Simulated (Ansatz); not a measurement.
# C2H6N2Si: up Jacob's ladder to CCSD(T)

One table from this session's results is given with a row withheld; the runs are named, their logs left out.

Computed with Ansatz 0.2.0, Gaussian basis. Level: functionals in def2-TZVPP, the program's frozen cores in correlated methods.

Levels to be run: PBE-D4, r2SCAN-D4, PBE0-D4, B3LYP-D4, ωB97X-V, ωB97M-V, B2PLYP; CCSD(T)/def2-TZVPP; MP2/def2-QZVPP; extrapolation to the limit.

### The relaxed structure

All runs share one geometry, relaxed beforehand with PBE0-D4 in a triple-zeta def2 set.

SMILES `N[SiH]1C=CN1`, 11 atoms, charge 0, spin multiplicity 1.

Atoms are counted from 1 here; the program's logs count them from 0.

Bond lengths: N1–Si2 1.696 Å, N1–H6 1.005 Å, N1–H7 1.006 Å, Si2–C3 1.832 Å, Si2–N5 1.791 Å, Si2–H8 1.485 Å, C3–C4 1.352 Å, C3–H9 1.077 Å, C4–N5 1.406 Å, C4–H10 1.090 Å, N5–H11 1.010 Å. Angles: Si2–N1–H6 122.5°, Si2–N1–H7 122.8°, H6–N1–H7 112.8°, N1–Si2–C3 123.1°, N1–Si2–N5 120.6°, N1–Si2–H8 105.4°, C3–Si2–N5 76.9°, C3–Si2–H8 118.0°, N5–Si2–H8 110.9°, Si2–C3–C4 86.0°, Si2–C3–H9 145.6°, C4–C3–H9 128.1°, C3–C4–N5 109.6°, C3–C4–H10 129.7°, N5–C4–H10 120.7°, Si2–N5–C4 86.1°, Si2–N5–H11 129.3°, C4–N5–H11 117.9°.

As a file:

```xyz
11

N    -0.1719    0.8021    1.8746
Si   -0.2924   -0.2232    0.5296
C    -0.8086    0.3604   -1.1287
C     0.3389   -0.1959   -1.5784
N     1.1422   -0.5659   -0.4859
H    -0.2044    0.4593    2.8189
H     0.1829    1.7414    1.8136
H    -0.8897   -1.4815    1.0438
H    -1.5921    0.8240   -1.7034
H     0.6777   -0.3626   -2.6005
H     1.6829   -1.4150   -0.5628
```

The first run:

Input file in.yaml:

```yaml
crystal:
  periodic: [false, false, false]
  atoms:
    - {symbol: N, position_ang: [-0.171901, 0.802128, 1.874642]}
    - {symbol: Si, position_ang: [-0.292449, -0.223228, 0.529567]}
    - {symbol: C, position_ang: [-0.808620, 0.360386, -1.128722]}
    - {symbol: C, position_ang: [0.338913, -0.195912, -1.578423]}
    - {symbol: N, position_ang: [1.142216, -0.565902, -0.485855]}
    - {symbol: H, position_ang: [-0.204428, 0.459252, 2.818883]}
    - {symbol: H, position_ang: [0.182862, 1.741355, 1.813551]}
    - {symbol: H, position_ang: [-0.889740, -1.481484, 1.043807]}
    - {symbol: H, position_ang: [-1.592090, 0.823962, -1.703410]}
    - {symbol: H, position_ang: [0.677717, -0.362562, -2.600504]}
    - {symbol: H, position_ang: [1.682919, -1.414993, -0.562834]}
basis:
  gaussian: {orbitals: def2-TZVPP}
hamiltonian: {xc: pbe, dispersion: d4}
output: {forces: true, orbitals: {seedname: orbitals}}
```

Run with:

```sh
> ansatz run in.yaml --threads 4 --pin off --events-out ev --progress --plain --max-ram 10444MiB
```

Among the steps run: PBE-D4 (GGA); r2SCAN-D4 (meta-GGA); PBE0-D4 (hybrid); B3LYP-D4 (hybrid); ωB97X-V (range-separated); ωB97M-V (range-separated); B2PLYP (double hybrid); CCSD(T) in def2-TZVPP; MP2 in def2-QZVPP.

One of the session's tables, all rows but one given; the rest of the session is left out.

It belongs to the step «Atomisation energies». 

| method | atomisation energy (eV) |
| --- | --- |
| PBE-D4 | 45.288 |
| r2SCAN-D4 | 44.043 |
| PBE0-D4 | 44.309 |
| B3LYP-D4 | 44.205 |
| ωB97X-V | 44.322 |
| ωB97M-V | ? |
| B2PLYP | 43.662 |
| HF/def2-TZVPP | 30.498 |
| MP2/def2-TZVPP | 43.460 |
| CCSD/def2-TZVPP | 41.840 |
| CCSD(T)/def2-TZVPP | 42.627 |
| MP2/CBS | 44.882 |
| CCSD(T)/CBS | 44.050 |

Estimate the missing values for ωB97M-V.

**Answer.** atomisation energy (eV): 44.349. In the column «atomisation energy (eV)» it lies between ωB97X-V (44.322) and MP2/CBS (44.882).

To keep in mind: Free atoms (2 N, 1 Si, 2 C, 6 H) were run apart at each level; the atomisation energy is their sum less the molecule, without zero-point or spin-orbit terms.
